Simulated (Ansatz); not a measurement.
# C₂H₆ClInO₂: one species, many methods

The task here is to estimate one member of a computed series from the others.

The runs use Ansatz 0.2.0, Gaussian basis; functionals in def2-TZVPP, the program's frozen cores in correlated methods.

The runs, in order: LDA (SPW92), PBE-D4, revPBE-D4, BLYP-D4, r2SCAN-D4, B97M-V, PBE0-D4, B3LYP-D4, r2SCANh-D4, r2SCAN0-D4, HSE06-D4, BHLYP-D4, CAM-B3LYP-D4, LC-ωPBE, ωB97X-V, ωB97M-V, B2PLYP, PBE-QIDH; CCSD(T)/def2-SVP; MP2/def2-TZVPP; MP2/def2-QZVPP; RPA on PBE.

### The relaxed structure

An earlier PBE0-D4 in a triple-zeta def2 set relaxation fixed the geometry. In takes the def2 core potential; no spin-orbit term is included.

SMILES `C[O][In]([Cl])[O]C`, 12 atoms, charge 0, spin multiplicity 1.

Atoms are counted from 1 here; the program's logs count them from 0.

Bond lengths: C1–O2 1.411 Å, C1–H7 1.094 Å, C1–H8 1.097 Å, C1–H9 1.097 Å, O2–In3 1.961 Å, In3–Cl4 2.307 Å, In3–O5 1.968 Å, O5–C6 1.409 Å, C6–H10 1.097 Å, C6–H11 1.097 Å, C6–H12 1.095 Å. Angles: O2–C1–H7 107.6°, O2–C1–H8 112.7°, O2–C1–H9 112.7°, H7–C1–H8 107.9°, H7–C1–H9 107.9°, H8–C1–H9 107.9°, C1–O2–In3 121.2°, O2–In3–Cl4 120.6°, O2–In3–O5 120.3°, Cl4–In3–O5 119.0°, In3–O5–C6 122.3°, O5–C6–H10 111.3°, O5–C6–H11 113.5°, O5–C6–H12 108.3°, H10–C6–H11 107.8°, H10–C6–H12 108.0°, H11–C6–H12 107.8°.

Set-up of the first run:

in.yaml

```yaml
crystal:
  periodic: [false, false, false]
  atoms:
    - {symbol: C, position_ang: [-0.515583, -1.214511, 2.307174]}
    - {symbol: O, position_ang: [-0.276384, -1.882407, 1.087778]}
    - {symbol: In, position_ang: [0.082024, -0.885563, -0.562379]}
    - {symbol: Cl, position_ang: [0.456444, -1.996625, -2.549344]}
    - {symbol: O, position_ang: [0.083622, 1.082306, -0.553243]}
    - {symbol: C, position_ang: [0.414872, 1.839975, -1.693720]}
    - {symbol: H, position_ang: [-0.689605, -1.976372, 3.073040]}
    - {symbol: H, position_ang: [-1.400340, -0.567750, 2.268936]}
    - {symbol: H, position_ang: [0.335969, -0.602898, 2.628735]}
    - {symbol: H, position_ang: [1.491510, 2.044142, -1.737010]}
    - {symbol: H, position_ang: [0.126369, 1.360246, -2.637066]}
    - {symbol: H, position_ang: [-0.108888, 2.799465, -1.632890]}
basis:
  gaussian: {orbitals: def2-TZVPP}
hamiltonian: {xc: lda}
output: {orbitals: {seedname: orbitals}}
```

The run is started by

```console
> ansatz run in.yaml --threads 4 --pin off --events-out ev --progress --plain --max-ram 11315MiB
```

Among the steps run: LDA; PBE-D4 (GGA); revPBE-D4 (GGA); BLYP-D4 (GGA); r2SCAN-D4 (meta-GGA); B97M-V (meta-GGA); B3LYP-D4 (hybrid); r2SCANh-D4 (hybrid); r2SCAN0-D4 (hybrid); HSE06-D4 (hybrid); BHLYP-D4 (hybrid); CAM-B3LYP-D4 (range-separated); LC-ωPBE (range-separated); ωB97X-V (range-separated); ωB97M-V (range-separated); B2PLYP (double hybrid); PBE-QIDH (double hybrid).

One of the session's tables, all rows but one given; the rest of the session is left out.

It belongs to the step «Frontier levels by functional». 

```
  functional  HOMO (eV)  LUMO (eV)  gap (eV)
 LDA (SPW92)      -6.50      -3.37      3.12
      PBE-D4      -6.33      -3.05      3.28
   revPBE-D4      -6.26      -2.91      3.35
     BLYP-D4      -6.25      -3.00      3.24
   r2SCAN-D4      -6.65      -2.85      3.80
      B97M-V      -6.76      -2.96      3.80
     PBE0-D4      -7.88      -2.15      5.72
    B3LYP-D4      -7.64      -2.47      5.17
  r2SCANh-D4          ?          ?         ?
  r2SCAN0-D4      -8.11      -2.04      6.07
    HSE06-D4      -7.47      -2.52      4.95
    BHLYP-D4      -9.39      -1.28      8.11
CAM-B3LYP-D4      -9.34      -1.19      8.15
     LC-ωPBE     -10.67       0.16     10.83
     ωB97X-V     -10.35      -0.05     10.29
     ωB97M-V     -10.28      -0.22     10.06
```

Estimate the missing values for r2SCANh-D4.

Worked estimate for «HOMO (eV)». Against the share of exact exchange, r2SCAN-D4 (0, -6.65), r2SCAN0-D4 (0.25, -8.11) give a slope of -5.84 per unit share; at 0.1 the line stands at -7.23.

The run gave: HOMO (eV): -7.23; LUMO (eV): -2.53; gap (eV): 4.70. In «HOMO (eV)» the line misses by 0.00.
